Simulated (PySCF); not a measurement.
# Br2I2Si: the cost of one run

Programs: PySCF 2.14.0, with routines of our own; each step states its level. All values are computed. Atoms count from 0.

### 1 The system as given

5 atoms, charge 0, multiplicity 1; geometry from: GFN2-xTB.

### 2 Optimising the geometry at PBE0-D3(BJ)/def2-SVP

What the job is given:

```
{"job": {"xc": "PBE0", "basis": "def2-SVP", "d3": "d3bj", "grid": 1, "maxiter": 30, "shake": 0.01, "kind": "geom"}, "charge": 0, "multiplicity": 1}
Br     0.068760    -1.056640     1.994600
Si    -0.006380     0.014730     0.033120
Br    -0.222690     2.196730     0.395410
I      2.128190    -0.411140    -1.182780
I     -1.934300    -0.777660    -1.278230
```

Launch:

```bash
$ OMP_NUM_THREADS=1 python heavy_run.py task.json out
```

The driver reads the jobs from task.json and runs them one after another.

**Question.** How long does this first job take on 1 thread of Intel Xeon Platinum 8259CL at 2.50GHz, shared host, and how much memory does it need?

About 1.9 min, with a peak of 0.68 GiB.
